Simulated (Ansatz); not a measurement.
# MgB2: the cost of one run

Computed with Ansatz 0.2.0 (DFT r2SCAN, scalar-relativistic, plane waves, PAW, unless a step's input says otherwise).

2 further runs of the same task are left out: 1 that didn't finish, 1 set aside as unsound or not needed.

## (1) The starting structure

It takes space group P6/mmm (No. 191, hexagonal). Conventional cell: a = 3.069 Å, b = 3.069 Å, c = 3.508 Å, α = 90.00°, β = 90.00°, γ = 120.00°. Mg (site symmetry 6/mmm) is surrounded by 12 B at 2.49 Å. B (site symmetry -6m2) is surrounded by 3 B at 1.77 Å and 6 Mg at 2.49 Å.

Structure file:

```
CELL_PARAMETERS angstrom
3.06940 0.00000 0.00000
-1.53470 2.65818 0.00000
0.00000 0.00000 3.50830
ATOMIC_POSITIONS crystal
Mg 0.00000 0.00000 0.00000
B 0.33333 0.66667 0.50000
B 0.66667 0.33333 0.50000
```

This cell was relaxed beforehand with the same method: volume 9.54 Å³/atom, gap on the mesh none (metal).

## (2) Static run: bands, density of states and charges

File input.yaml:

```yaml
crystal:
  lattice:
    - [3.0693994717, 0.0, 0.0]
    - [-1.5346997359, 2.6581779169, 0.0]
    - [0.0, 0.0, 3.5082967609]
  atoms:
    - { symbol: Mg, position: [0.0, 0.0, 0.0] }
    - { symbol: B, position: [0.3333333333, 0.6666666667, 0.5] }
    - { symbol: B, position: [0.6666666667, 0.3333333333, 0.5] }
basis:
  ecutwfc: 500
kpoints:
  mp_grid: { grid: [18, 18, 12] }
  band_path:
    path:
      - [[0.0, 0.0, 0.0], [0.5, 0.0, 0.0], [0.33333333, 0.33333333, 0.0], [0.0, 0.0, 0.0], [0.0, 0.0, 0.5], [0.5, 0.0, 0.5], [0.33333333, 0.33333333, 0.5], [0.0, 0.0, 0.5]]
      - [[0.5, 0.0, 0.5], [0.5, 0.0, 0.0]]
      - [[0.33333333, 0.33333333, 0.5], [0.33333333, 0.33333333, 0.0]]
    npoints: 14
hamiltonian:
  xc: r2scan
scf:
  occupations: { method: gaussian, width: 0.1 }
  n_extra_bands: 7
output:
  forces: true
  stress: true
  eigenvalues: true
  populations: true
  dos: { projected: true, de: 0.02, nscf_kmesh: { grid: [27, 27, 18] } }
  bader: true
```

On the command line:

```bash
> ansatz run input.yaml --threads 1 --pin off --max-ram 2560MiB --backend cpu --events-out ev --progress --plain --runs-dir out
```

What time and memory should one allow on 1 thread of Arm Neoverse V1, shared host?

About 47 s, with a peak of 0.52 GiB.
